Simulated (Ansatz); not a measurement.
# GeH₅NOSi: how energies converge with the basis set

One table from this session's results is given with a row withheld; the runs are named, their logs left out.

Method: one geometry, several basis sets; program: Ansatz 0.2.0, Gaussian basis.

Plan: PBE0-D4/def2-SVP; ωB97M-V/def2-SVP; PBE0-D4/def2-QZVPP; ωB97M-V/def2-QZVPP; the functionals' def2-TZVPP values are taken from earlier runs.

**The relaxed structure**

An earlier PBE0-D4 in a triple-zeta def2 set relaxation fixed the geometry.

SMILES `[NH2][Ge][O][SiH3]`, 9 atoms, charge 0, spin multiplicity 1.

Atoms are counted from 1 here; the program's logs count them from 0.

Bond lengths: N1–Ge2 1.811 Å, N1–H5 1.007 Å, N1–H6 1.009 Å, Ge2–O3 1.804 Å, O3–Si4 1.634 Å, Si4–H7 1.487 Å, Si4–H8 1.487 Å, Si4–H9 1.491 Å. Angles: Ge2–N1–H5 123.7°, Ge2–N1–H6 122.8°, H5–N1–H6 113.6°, N1–Ge2–O3 94.1°, Ge2–O3–Si4 135.6°, O3–Si4–H7 109.9°, O3–Si4–H8 109.9°, O3–Si4–H9 111.2°, H7–Si4–H8 108.7°, H7–Si4–H9 108.5°, H8–Si4–H9 108.5°.

The first run:

in.yaml reads:

```yaml
crystal:
  periodic: [false, false, false]
  atoms:
    - {symbol: N, position_ang: [0.269994, 1.330151, -2.013113]}
    - {symbol: Ge, position_ang: [0.954947, 1.237207, -0.338883]}
    - {symbol: O, position_ang: [-0.067628, -0.168700, 0.141656]}
    - {symbol: Si, position_ang: [-0.250276, -1.071558, 1.491063]}
    - {symbol: H, position_ang: [0.558415, 2.010460, -2.697171]}
    - {symbol: H, position_ang: [-0.441233, 0.697176, -2.347987]}
    - {symbol: H, position_ang: [-1.654451, -0.983116, 1.972610]}
    - {symbol: H, position_ang: [0.064134, -2.494449, 1.194429]}
    - {symbol: H, position_ang: [0.654598, -0.603571, 2.580295]}
basis:
  gaussian: {orbitals: def2-SVP}
hamiltonian: {xc: pbe0, dispersion: d4}
output: {orbitals: {seedname: orbitals}}
```

The run is started by

```bash
ansatz run in.yaml --threads 4 --pin off --events-out ev --progress --plain --max-ram 10444MiB
```

Among the steps run: PBE0-D4 in def2-SVP; ωB97M-V in def2-SVP; PBE0-D4 in def2-QZVPP; ωB97M-V in def2-QZVPP.

One of the session's tables, all rows but one given; the rest of the session is left out.

It belongs to the step «Density functionals: the series». 

| functional | basis | HOMO (eV) |
| --- | --- | --- |
| PBE0-D4 | def2-SVP | -7.17 |
| PBE0-D4 | def2-TZVPP | -7.29 |
| PBE0-D4 | def2-QZVPP | ? |
| ωB97M-V | def2-SVP | -9.37 |
| ωB97M-V | def2-TZVPP | -9.51 |
| ωB97M-V | def2-QZVPP | -9.57 |

**Question.** Estimate the row for PBE0-D4, def2-QZVPP.

**Answer.** HOMO (eV): -7.35. In the column «HOMO (eV)» it lies between ωB97M-V, def2-SVP (-9.37) and PBE0-D4, def2-TZVPP (-7.29).
